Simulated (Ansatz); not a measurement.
This script makes relaxations under a series of pressures of AlNi, space group Cmmm with the Ansatz DFT code, driven from Python.

`compress_alni.py`:
```python
"""Cell of AlNi under pressure."""

import warnings

import ansatz as az
import numpy as np

def edges_and_angles(cell):
    cell = np.asarray(cell)
    a, b, c = np.linalg.norm(cell, axis=1)
    cosines = cell[1] @ cell[2] / (b * c), cell[0] @ cell[2] / (a * c), cell[0] @ cell[1] / (a * b)
    return (a, b, c, *np.degrees(np.arccos(cosines)))

warnings.simplefilter("ignore", az.DeckWarning)

lattice = az.Lattice.of(
    [1.93869, -1.95319, 0.0],
    [1.93869, 1.95319, 0.0],
    [0.0, 0.0, 3.09943],
)
sites = [
    ("Al", [0.0, 0.0, 0.0]),
    ("Ni", [0.5, 0.5, 0.5]),
]
crystal = az.Crystal(lattice=lattice)
for symbol, position in sites:
    crystal = crystal.atom(symbol, position)
crystal = crystal.moments(Ni=1.5)

calculation = crystal.calculation().functional("r2SCAN").occupations("cold").kpoints(9, 9, 8).spin("collinear")

# H = F + PV, with 1 GPa A^3 = 1/160.21766 eV
rows = []
for pressure in [0, 10, 20, 30, 40]:
    outcome = calculation.relax(cell=True, pressure=pressure, force_tolerance=0.05).run(threads=1, pin="off")
    cell = outcome.lattice.cell_ang
    n_atoms = len(outcome.lattice.sites)
    volume = abs(np.linalg.det(cell)) / n_atoms
    enthalpy = outcome.report["free_energy_ev"] / n_atoms + pressure * volume / 160.21766
    rows.append((pressure, volume, enthalpy, *edges_and_angles(cell)))
    print(f"{pressure} GPa done: {volume:.4f} A^3/atom")

print(" P (GPa)  V (A^3/atom)  H (eV/atom)     a       b       c")
for row in rows:
    print("{:8.1f} {:12.4f} {:14.5f} {:7.4f} {:7.4f} {:7.4f}".format(*row[:6]))
p, v = np.array([row[0] for row in rows], float), np.array([row[1] for row in rows])
print("mean bulk modulus between rows (GPa):", np.round(-np.diff(p) / np.diff(np.log(v)), 1))
```

How far does the cell shrink over this series of pressures, and what bulk modulus does the first step imply?

The volume falls from 11.73 Å³ an atom at 0 GPa to 9.99 at 40 GPa, by 14.9 %. Between 0 and 10 GPa, -V dP/dV is about 196 GPa, a mean over that step.

What the script printed:

`python compress_alni.py` gives:
```text
RunWarning: the starting moments were not kept: the SCF closed with an absolute magnetisation of 7.7e-6 μB, where they sum to 1.5 μB in size (1 site). That is at most 0.1 of that sum. Measured as dr2_m measures the in/out step, that magnetisation stands 5.8e-11 eV from none, at or under the dr2_threshold of 1.0e-7 eV: it is no larger than a step whose dr2_m would equal this threshold. The system may hold no moment; this SCF shows only that its start led to no more than that. To try another [...]
0 GPa done: 11.7332 A^3/atom
10 GPa done: 11.1504 A^3/atom
20 GPa done: 10.6905 A^3/atom
30 GPa done: 10.3117 A^3/atom
40 GPa done: 9.9899 A^3/atom
 P (GPa)  V (A^3/atom)  H (eV/atom)     a       b       c
     0.0      11.7332    -3193.52453  2.8381  2.8381  2.9134
    10.0      11.1504    -3192.81117  2.7901  2.7901  2.8646
    20.0      10.6905    -3192.13008  2.7510  2.7510  2.8252
    30.0      10.3117    -3191.47500  2.7180  2.7180  2.7917
    40.0       9.9899    -3190.84170  2.6894  2.6894  2.7623
mean bulk modulus between rows (GPa): [196.3 237.4 277.2 315.5]
```
(Warnings from the package without file and line, shortened, repeats left out.)

What to keep in mind:
- Absolute energies stand on the zero of these potentials, so only differences at equal settings mean something.
- The SCF didn't keep the moments it started from (some shrank, vanished or turned); what is printed is the state reached.
- At a fixed pressure a relaxation lowers the enthalpy F + PV, while F alone can rise.
- The mesh is modest for a metal, so energies can be off by several to tens of meV an atom and pressures by half a GPa or more; differences at equal mesh fare better.
- Within a few hundredths of an angstrom the cell has the higher group P4/mmm; the lower one is a small distortion.
- The cell relaxed to the group P4/mmm; tensors and edges are in the axes of the typed cell.
- r2SCAN tends to overestimate the moments of itinerant magnets.
- This cell is a computed structure, which may not be the phase found in nature.
- Symmetry holds the cell in this phase, whether or not it is the stable one at each pressure.
- The script silences the warnings on its input, which a real study should read.
- Run time: 11 min on 1 thread of Arm Neoverse V2 (shared host), peak memory 0.56 GiB.

(Lines on the test bed's own set-up are left out of the output.)
